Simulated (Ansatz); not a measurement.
# Ag: a tetragonal deformation path

An exercise on one series of results from a longer session: the logs are not shown, and one member is left open.

Computed with Ansatz 0.2.0 (DFT r2SCAN, scalar-relativistic, plane waves, PAW, unless a step's input says otherwise).

### The system as given

The structure is cubic, space group Fm-3m (No. 225). Conventional cell: a = 4.086 Å, b = 4.086 Å, c = 4.086 Å, α = 90.00°, β = 90.00°, γ = 90.00°. Around Ag (site symmetry m-3m) lie 12 Ag at 2.89 Å.

Coordinates:

```cif
data_structure
_symmetry_space_group_name_H-M 'Fm-3m'
_symmetry_Int_Tables_number 225
_cell_length_a 4.0862
_cell_length_b 4.0862
_cell_length_c 4.0862
_cell_angle_alpha 90.000
_cell_angle_beta 90.000
_cell_angle_gamma 90.000
_cell_volume 68.23
loop_
_atom_site_label
_atom_site_type_symbol
_atom_site_symmetry_multiplicity
_atom_site_Wyckoff_symbol
_atom_site_fract_x
_atom_site_fract_y
_atom_site_fract_z
_atom_site_occupancy
Ag1 Ag 4 a 0.00000 0.00000 0.00000 1
```

No relaxation comes first: the listed cell is the starting point.

### Zero of energy

The reference gives a free energy of -7603.9473 eV, pressure 1.41 GPa, largest force 0.000 eV/Å and gap on the mesh none (metal). It was computed beforehand with the settings of the runs below.

The first run:

At fixed volume and fractional coordinates, lengths along (0.000, 0.000, 1.000) are scaled against those across it; ρ is that ratio over its starting value.

Contents of input.yaml:

```yaml
crystal:
  lattice:
    - [0.0, 2.2934176608, 1.6214462862]
    - [2.2934176608, 0.0, 1.6214462862]
    - [2.2934176608, 2.2934176608, 0.0]
  atoms:
    - { symbol: Ag, position: [0.0, 0.0, 0.0] }
basis:
  ecutwfc: 500
kpoints:
  mp_grid: { grid: [22, 22, 22] }
hamiltonian:
  xc: r2scan
scf:
  occupations: { method: gaussian, width: 0.15 }
output:
  forces: true
  stress: true
  eigenvalues: true
  write_density: true
  write_potential: true
  elf: true
  volumetric_format: npy
```

Command:

```
ansatz run input.yaml --threads 1 --pin off --max-ram 2560MiB --backend cpu --events-out ev --progress --plain --runs-dir out
```

Steps of the session up to this table: Point ρ = 0.707; ρ = 1.414; At ρ = 0.850; ρ = 1.200; Point ρ = 0.780; At ρ = 1.300; At ρ = 0.920; At ρ = 1.100; At ρ = 0.650; At ρ = 1.500; ρ = 0.960; At ρ = 1.050.

One of the session's tables, all rows but one given; the rest of the session is left out.

Collected from the runs (energy zero: the undisturbed cell):

```
    ρ  ΔE (meV/atom)  pressure (GPa)
0.650           35.0             2.3
0.707           37.5             2.3
0.780           31.9             2.2
0.850           20.2             1.9
0.920            7.7             1.6
0.960            2.2             1.5
1.000            0.0             1.4
1.050            3.8             1.5
1.100           15.6             1.8
1.200              ?               ?
1.300          146.7             6.1
1.414          293.4            11.0
1.500          442.5            15.9
```

**Question.** Estimate the row for ρ = 1.200.

Worked estimate for «ΔE (meV/atom)». A straight line through the neighbours (1.100, 15.6) and (1.300, 146.7) gives 15.6 + (146.7 − 15.6) × (1.200 − 1.100) / (1.300 − 1.100) = 81.1; a parabola fitted to 4 rows on both sides gives 61.4.

**Answer.** ΔE (meV/atom): 63.3; pressure (GPa): 3.3. In «ΔE (meV/atom)» the line misses by +17.8 and the parabola by -1.9.
